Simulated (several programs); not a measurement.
TiO2 built on the anatase prototype, relaxed with r2SCAN in Ansatz, was computed with several methods. It is tetragonal, I4_1/amd (No. 141); conventional cell a = 3.778 Å, c = 9.583 Å, 11.40 Å³ an atom. Ti has 6 O at 1.93–1.99 Å and 4 Ti at 3.05 Å; O has 3 Ti at 1.93–1.99 Å. The values are computed, spin-unpolarised.

```
Ti O
1.0
    -1.88890    1.88890    4.79172
     1.88890   -1.88890    4.79172
     1.88890    1.88890   -4.79172
Ti O
2 4
Direct
  0.75000 0.25000 0.50000
  0.00000 0.00000 0.00000
  0.54271 0.04271 0.50000
  0.79271 0.79271 0.00000
  0.20729 0.20729 0.00000
  0.95729 0.45729 0.50000
```

Gaps and times are for a single point on this cell; volume and bulk modulus come from each method's own relaxation or energy curve at fixed shape, which is too stiff where a cell has free coordinates or axes. Times are rough, from shared hosts (Arm Neoverse V1; Intel Xeon Platinum 8488C), and each method has its own mesh and cell size. A double dagger marks a value from a curve with shape and coordinates held. A star marks a curve whose lowest point is an end point. PM6 (MOPAC), PM7 (MOPAC), GFN1-xTB (tblite), GFN2-xTB (tblite) treat a cluster of cells at its zone centre, which samples few k points: where these miss a band edge, the gap comes out too large for that reason alone. Gaps from k meshes are read at a limited set of points (mesh, symmetry points, PBE's band edges), so each method's own least gap may be somewhat smaller. xTB and the PM methods were fitted mostly to molecules, and can miss a solid's gap by electronvolts. Minimal bases can be far off for gaps. Times of the plane-wave ladder aren't listed, since it ran on unlike processors and cards. GLLB-SC's gap includes the derivative discontinuity. d marks a direct gap, i an indirect one (no mark: not told apart), a dash a value that wasn't computed or didn't pass its checks.

| method | kind | gap (eV) | own volume (Å³/atom) | bulk modulus (GPa) | atoms computed | processor time |
| --- | --- | --- | --- | --- | --- | --- |
| PBEsol | semilocal | – | 11.31 | – | 6 | – |
| light PBE (260 eV and a coarse mesh) | light plane-wave | 2.25 i | – | – | 6 | 1.8 s |
| GFN1-xTB (tblite) | tight binding | 1.70 | 10.72‡ | 131‡ | cluster | 7.8 s |
| GFN2-xTB (tblite) | tight binding | 1.07 | 10.25*‡ | 120*‡ | cluster | 14 s |
| LDA | semilocal | 2.04 i | 11.02 | – | 6 | – |
| PBE | semilocal | 2.15 i | 11.67 | 206‡ | 6 | – |
| PM7 (MOPAC) | semi-empirical | 8.07 | – | – | cluster | 27 s |
| PBE/SZV (CP2K) | small basis | 1.41 i | 11.72‡ | 213‡ | 6 | 28 s |
| r2SCAN | semilocal | 2.53 i | 11.40 | 227‡ | 6 | – |
| PM6 (MOPAC) | semi-empirical | 9.96 | – | – | cluster | 41 s |
| PBE/DZVP (CP2K) | small basis | 2.05 i | 11.66‡ | 209‡ | 6 | 69 s |
| GLLB-SC (GPAW) | model potential | 4.33 | – | – | 6 | 110 s |
| PBE0 | hybrid | 4.38 i | – | – | 6 | – |
| HSE06 | hybrid | 3.64 i | – | – | 6 | – |
| DDH-PBE0 | hybrid | 3.46 i | – | – | 6 | – |
| r2SCANh | hybrid | 3.37 i | – | – | 6 | – |

Problem. How far from the measured values lie the methods that can be set against them?

Solution.
- Band gap, measured 3.2 eV: light PBE (260 eV and a coarse mesh) -0.95 eV, GFN1-xTB (tblite) -1.50 eV, GFN2-xTB (tblite) -2.13 eV, LDA -1.16 eV, PBE -1.05 eV, PM7 (MOPAC) +4.87 eV, PBE/SZV (CP2K) -1.79 eV, r2SCAN -0.67 eV, PM6 (MOPAC) +6.76 eV, PBE/DZVP (CP2K) -1.15 eV, GLLB-SC (GPAW) +1.13 eV, PBE0 +1.18 eV, HSE06 +0.44 eV, DDH-PBE0 +0.26 eV, r2SCANh +0.17 eV.
The calculations are for a static lattice; samples hold vibrations, temperature and, in optical gaps, excitons. A measured value is shown where most reports agree with it, and only for the quantities listed. Sources: 3.2 eV (indirect band gap, quoted experimental value; “Emerging giant resonant exciton induced by Ta-substitution in anatase TiO2: a tunable correlation effect”; literature experimental gap quoted as input to the TDDFT kernel; sample and temperature not stated; 2016; arxiv:1605.06887).
